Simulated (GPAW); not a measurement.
Here is a GPAW 26.7.0 calculation.

Contents of run.py:

```python
from ase import Atoms
from ase.eos import EquationOfState
from ase.io import Trajectory
from ase.units import GPa
from ase.parallel import parprint
from gpaw import GPAW, PW, setup_paths

setup_paths.insert(0, '.')

atoms = Atoms(['Ge', 'N', 'N', 'C'],
              cell=[[1.7937903697, 1.0356453528, 4.9219572124],
                    [-1.7937903697, 1.0356453528, 4.9219572124],
                    [0.0, -2.0712907056, 4.9219572124]],
              scaled_positions=[[0.0, 0.0, 0.0],
                                [0.5839044, 0.5839044, 0.5839044],
                                [0.4160956, 0.4160956, 0.4160956],
                                [0.5, 0.5, 0.5]],
              pbc=True)

traj = Trajectory('eos.traj', 'w')
volumes, energies = [], []
for x in [0.94, 0.96, 0.98, 1.0, 1.02, 1.04, 1.06]:
    a = atoms.copy()
    a.set_cell(atoms.cell * x**(1 / 3), scale_atoms=True)
    calc = GPAW(mode=PW(800),
                xc='PBEsol',
                kpts={'size': (9, 9, 9), 'gamma': True},
                occupations={'name': 'fermi-dirac', 'width': 0.05},
                nbands=20,
                convergence={'density': 1e-05, 'energy': 1e-05},
                maxiter=150,
                txt=f'eos-{x:.2f}.txt')
    a.calc = calc
    energies.append(a.get_potential_energy(force_consistent=True))
    volumes.append(a.get_volume())
    p = -a.get_stress()[:3].mean() / GPa
    calc.write(f'eos-{x:.2f}.gpw')
    traj.write(a)
    parprint(f'{x:.2f} {volumes[-1]:10.4f} A^3 {energies[-1]:14.6f} eV {p:9.3f} GPa', flush=True)

v0, e0, B = EquationOfState(volumes, energies, eos='birchmurnaghan').fit()
parprint(f'V0 = {v0:.4f} A^3, E0 = {e0:.6f} eV, B0 = {B / GPa:.2f} GPa')
```

Potentials or basis: PAW data sets generated in the run's folder for this functional, pw.

Run with:

```bash
$ gpaw-setup -f PBEsol C Ge N
$ OMP_NUM_THREADS=1 mpirun -n 4 gpaw python run.py
```

**Question.** Predict the bulk modulus at fixed shape and positions.

**Answer.** 139 GPa.

**Question.** Predict the pressure derivative of the bulk modulus.

**Answer.** 3.9.

**Question.** Estimate the equilibrium volume.

**Answer.** 13.36 Å³/atom.

Energy against volume, from the lowest point:
| volume (Å³/atom) | energy (meV/atom) |
| --- | --- |
| 12.893 | 7.19 |
| 13.167 | 0.98 |
| 13.441 | 0.00 |
| 13.716 | 3.75 |
| 13.990 | 11.83 |
| 14.264 | 23.78 |
| 14.538 | 39.24 |

Caveat: the cell was scaled at fixed shape and fractional positions, which overstates the stiffness of a crystal with free parameters, most of all of layers and chains; the program warned that so skewed a cell can give wrong results.
